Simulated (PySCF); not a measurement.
# CH3F3OSi (SMILES FC(F)(F)O[SiH3]): levels of theory compared

We compute a comparison of 3 runs (BP86/pc-0, BP86/pc-1, BP86/aug-pc-1) of CH3F3OSi. Input form: a Python script.

Program for the calculation: PySCF 2.14.0.

### Step 1. The molecule

CH3F3OSi has 9 atoms, charge 0, and is taken as a singlet. As SMILES, `FC(F)(F)O[SiH3]`. Geometry: relaxed at PBE0-D4/def2-TZVP.

Bond lengths: F1–C2 1.338 Å, C2–F3 1.345 Å, C2–F4 1.326 Å, C2–O5 1.328 Å, O5–Si6 1.679 Å, Si6–H7 1.480 Å, Si6–H8 1.481 Å, Si6–H9 1.476 Å. Some angles: F1–C2–F3 106.8°, F1–C2–F4 107.8°, F1–C2–O5 111.9°, F3–C2–F4 107.9°, F3–C2–O5 112.1°, F4–C2–O5 110.1°, C2–O5–Si6 126.7°, O5–Si6–H7 109.6°, O5–Si6–H8 109.5°, O5–Si6–H9 103.9°.

### Step 2. A single-point energy at BP86/pc-0 (run 1)

Contents of input.xyz:

```xyz
9
CH3F3OSi
F      0.409800    -0.117400    -2.049100
C      0.966000    -0.344900    -0.854000
F      0.679500    -1.617500    -0.527800
F      2.281200    -0.246700    -0.993200
O      0.538000     0.514800     0.063400
Si    -0.909400     0.439800     0.910200
H     -0.822500    -0.610100     1.949300
H     -2.018100     0.154400    -0.028900
H     -1.036200     1.781400     1.513000
```

Contents of calc.py:

```python
from pyscf import gto, dft

mol = gto.Mole()
mol.atom = 'input.xyz'
mol.spin = 0
mol.max_memory = 1860
mol.verbose = 3
mol.basis = 'pc-0'
mol.build()

calc0 = dft.RKS(mol, xc='bp86')
calc0.grids.level = 4
calc0.conv_tol = 1e-10
calc0.kernel()
if not calc0.converged:
    calc0 = calc0.newton().run(calc0.mo_coeff, calc0.mo_occ)

e_tot = calc0.e_tot
print('E(%s) = %.9f' % ('BP86', e_tot))
```

Run with:

```bash
$ OMP_NUM_THREADS=1 python calc.py
```

Output:

```text
converged SCF energy = -702.748296059476
E(BP86) = -702.748296059
```

Wall time 13 s (1 thread of Arm Neoverse V1, shared host); peak memory 0.35 GiB.

### Step 3. A single-point energy at BP86/pc-1 (run 2)

Contents of calc.py:

```python
from pyscf import gto, dft

system = gto.Mole()
system.atom = '''
F    0.409800  -0.117400  -2.049100
C    0.966000  -0.344900  -0.854000
F    0.679500  -1.617500  -0.527800
F    2.281200  -0.246700  -0.993200
O    0.538000   0.514800   0.063400
Si  -0.909400   0.439800   0.910200
H   -0.822500  -0.610100   1.949300
H   -2.018100   0.154400  -0.028900
H   -1.036200   1.781400   1.513000
'''
system.basis = 'pc-1'
system.max_memory = 1860
system.verbose = 3
system.spin = 0
system.build()

calc0 = dft.RKS(system, xc='bp86')
calc0.grids.level = 4
calc0.conv_tol = 1e-10
calc0.kernel()
if not calc0.converged:
    calc0 = calc0.newton().run(calc0.mo_coeff, calc0.mo_occ)

etot = calc0.e_tot
print(f'total energy: {etot:.8f} hartree')
```

Run with:

```bash
$ OMP_NUM_THREADS=1 python calc.py
```

Output:

```text
converged SCF energy = -704.151616250939
total energy: -704.15161625 hartree
```

Run time: 23 s. Hardware: 1 thread of Arm Neoverse V1, shared host; peak memory 0.54 GiB.

### Step 4. A single-point energy at BP86/aug-pc-1 (run 3)

Contents of run.py:

```python
from pyscf import gto, dft

molecule = gto.M(
    atom=[
    ('F', (0.409800, -0.117400, -2.049100)),
    ('C', (0.966000, -0.344900, -0.854000)),
    ('F', (0.679500, -1.617500, -0.527800)),
    ('F', (2.281200, -0.246700, -0.993200)),
    ('O', (0.538000, 0.514800, 0.063400)),
    ('Si', (-0.909400, 0.439800, 0.910200)),
    ('H', (-0.822500, -0.610100, 1.949300)),
    ('H', (-2.018100, 0.154400, -0.028900)),
    ('H', (-1.036200, 1.781400, 1.513000)),
],
    spin=0,
    basis='aug-pc-1',
    max_memory=1860,
    verbose=4,
)

mf = dft.RKS(molecule, xc='bp86')
mf.grids.level = 4
mf.conv_tol = 1e-10
mf.kernel()
if not mf.converged:
    mf = mf.newton().run(mf.mo_coeff, mf.mo_occ)

e_final = mf.e_tot
print(f'total energy: {e_final:.8f} hartree')
```

Run with:

```bash
$ OMP_NUM_THREADS=1 python run.py
```

Output:

```text
PySCF version 2.14.0

[... 80 lines left out ...]
converged SCF energy = -704.176019586945
total energy: -704.17601959 hartree
```

Wall time 45 s (1 thread of Arm Neoverse V1, shared host); peak memory 1.4 GiB.

### Step 5. Overview of the runs

```
run          level  energy (Eh)  dipole moment (D)  HOMO energy (eV)  LUMO energy (eV)  wall time
  1      BP86/pc-0  -702.748296               2.64             -8.21             -0.31       13 s
  2      BP86/pc-1  -704.151616               2.22             -8.32             -0.97       23 s
  3  BP86/aug-pc-1  -704.176020               2.10             -8.31             -1.18       45 s
```

### Step 6. Summary of results

| quantity | value |
| --- | --- |
| run 3: total energy | -704.17602 Eh |
| run 3: dipole moment | 2.10 D |
| run 3: HOMO energy | -8.31 eV |
| run 3: LUMO energy | -1.18 eV |
| run 3: HOMO–LUMO gap | 7.13 eV |

The dipole moment (its size) runs from 2.10 D (BP86/aug-pc-1) to 2.64 D (BP86/pc-0). The HOMO–LUMO gap runs from 7.13 eV (BP86/aug-pc-1) to 7.89 eV (BP86/pc-0). All runs together took 81 s, the longest 45 s.
